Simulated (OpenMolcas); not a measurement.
# Ir²⁺: CASSCF and CASPT2 terms and fine-structure levels

Which level of Ir²⁺ lies lowest, and where do the others fall? The reference wave functions come first, then spin-orbit coupling, then second-order correlation under several settings.

Program: OpenMolcas 26.06. Level of theory: state-averaged CASSCF and CASPT2, spin-orbit coupling by RASSI with atomic mean-field integrals. These are calculated values, not measurements, unless marked.

1 further run of the same task is left out (it didn't finish).

**1. What is computed**

* Species: Ir²⁺ (iridium, Z = 77, 75 electrons)
* Basis: ANO-RCC-VTZP [8s7p5d3f1g], 84 functions
* Scalar Hamiltonian: DKH2, point nucleus
* Inactive shells: 1s 2s 2p 3s 3p 3d 4s 4p 4d 4f 5s 5p
* Active space: 7 electrons in 10 orbitals (5d 6d)
* Some configurations of this space: 5d⁷
* Orbitals: optimised for each spin and parity, averaged over all roots

The outer shells:

5d7
```
5d [↑↓][↑↓][↑ ][↑ ][↑ ]
```

The work runs as a chain of OpenMolcas steps in one folder; each step below is one input file. Labels, J, g values, rates, χT and fits are worked out afterwards by a script from the matrices that RASSI stores.

**2. GATEWAY and SEWARD: basis and integrals**

a.inp reads:

```
&GATEWAY
Coord
1

Ir 0.0 0.0 0.0
Basis=ANO-RCC-VTZP
Group=XYZ
NoMove
AngMom=0.0 0.0 0.0
AMFI
&SEWARD
```

On the command line:

```console
$ OMP_NUM_THREADS=1 MOLCAS_MEM=1689 MOLCAS_PROJECT=a pymolcas a.inp > a.log
```

**3. A small preliminary run for start orbitals**

a.inp reads:

```
&RASSCF
FileOrb=start.orb
Symmetry=1
Spin=4
nActEl=7 0 0
Inactive=15 19
Ras2=5 0
CIRoot=10 10 1
SDav=10
CIMx=300
Iter=120 100
PrWF=0.3
OrbListing=Nothing
MaxOrb=0
Atom
>>> COPY $Project.JobIph JOBPRE
```

**4. Reference wave functions, quartets of even parity, 10 roots**

a.inp reads:

```
&RASSCF
FileOrb=start.orb
Symmetry=1
Spin=4
nActEl=7 0 0
Inactive=15 19
Ras2=10 0
CIRoot=10 10 1
SDav=500
CIMx=300
Iter=120 100
PrWF=0.3
OrbListing=Nothing
MaxOrb=0
Atom
>>> COPY $Project.JobIph JOB001
```

**5. Reference wave functions, doublets of even parity, 40 roots**

a.inp reads:

```
&RASSCF
FileOrb=start.orb
Symmetry=1
Spin=2
nActEl=7 0 0
Inactive=15 19
Ras2=10 0
CIRoot=40 40 1
SDav=500
CIMx=300
Iter=120 100
PrWF=0.3
OrbListing=Nothing
MaxOrb=0
Atom
>>> COPY $Project.JobIph JOB002
```

**6. State interaction with spin-orbit coupling**

a.inp reads:

```
&RASSI
NrOfJobIphs=2 10 40
1 2 3 4 5 6 7 8 9 10
1 2 3 4 5 6 7 8 9 10 11 12 13 14 15 16 17 18 19 20 21 22 23 24 25 26 27
28 29 30 31 32 33 34 35 36 37 38 39 40
IphNames
JOB001
JOB002
EJob
SpinOrbit
DIPRint=1.0
SOCoupling=1000.0
Subsets=2
MEES
Property=10
'ANGMOM' 1 'ANGMOM' 2 'ANGMOM' 3 'MLTPL  1' 1 'MLTPL  1' 2 'MLTPL  1' 3
'AMFI' 1 'AMFI' 2 'AMFI' 3 'MLTPL  2' 6
SOProperty=3
'ANGMOM' 1 'ANGMOM' 2 'ANGMOM' 3
```

**7. CASPT2: IPEA 0.25, imaginary shift 0.1 (closed shells correlated: 5s 5p)**

a.inp reads:

```
>>> COPY JOB001 $Project.JobIph
&CASPT2
Multistate=10 1 2 3 4 5 6 7 8 9 10
Frozen=14 16
IPEA=0.25
Imaginary=0.1
MaxIter=60
WThr=0.0 0.3 0.05
PrWF=0.5
NoMix
>>> COPY JOB002 $Project.JobIph
&CASPT2
Multistate=40 1 2 3 4 5 6 7 8 9 10 11 12 13 14 15 16 17 18 19 20 21 22
23 24 25 26 27 28 29 30 31 32 33 34 35 36 37 38 39 40
Frozen=14 16
IPEA=0.25
Imaginary=0.1
MaxIter=60
WThr=0.0 0.3 0.05
PrWF=0.5
NoMix
```

**8. CASPT2: IPEA 0, imaginary shift 0.1 (closed shells correlated: 5s 5p)**

a.inp: that of step 7 with these lines changed.

```diff
@@ -4,3 +4,3 @@
 Frozen=14 16
-IPEA=0.25
+IPEA=0.0
 Imaginary=0.1
@@ -15,3 +15,3 @@
 Frozen=14 16
-IPEA=0.25
+IPEA=0.0
 Imaginary=0.1
```

(Steps that only read results are left out.)

Before running it: what results should come out? Wanted: lowest level; first excited level; lowest level of another term; spin-orbit lowering of the lowest level; strongest of the lines computed, by gA.

As calculated:

| quantity | value |
| --- | --- |
| method | SS-CASPT2, IPEA 0.25, imaginary shift 0.1 (closed shells correlated: 5s 5p) |
| lowest level | 5d⁷ ⁴F_9/2, 86 % of that term, g = 1.300 |
| ground level listed by NIST | 4F9/2 |
| first excited level | 5d⁷ ⁴F_7/2 at 7580 cm⁻¹ |
| lowest level of another term | 5d⁷ ²P_3/2 at 8600 cm⁻¹ |
| spin-orbit lowering of the lowest level | 8342 cm⁻¹ |
| strongest of the lines computed, by gA (one parity, so forbidden lines), at CASSCF energies | 5d⁷ ²D_5/2(1) → 5d⁷ ⁴F_7/2, 496.7 nm, A = 5.35e+01 s⁻¹ |

What each method costs and misses:

```csv
method,time of its own steps,time with the reference,mean absolute difference from method B (cm-1)
A. CASSCF,2.5 min,2.5 min,3000
"B. SS-CASPT2, IPEA 0.25, imaginary shift 0.1, +5s 5p",65 min,67 min,0
"C. SS-CASPT2, IPEA 0, imaginary shift 0.1, +5s 5p",63 min,65 min,590
```

Times are of one thread on a shared host.

The multiplet ⁴F is inverted; its intervals divided by the larger J differ by 107 % of their mean, where Landé's rule for pure LS coupling makes them equal. Second-order correlation (method B) scales the levels of the lowest configuration above 5000 cm⁻¹ by 0.82 to 1.02. Only the configurations of the active space and the roots asked for are present. Not all states of the active space went into the spin-orbit step. CASPT2 does not keep the components of a term degenerate, and the means are used. The levels of the extra active shells were not computed. Levels of other configurations are missing from the list.
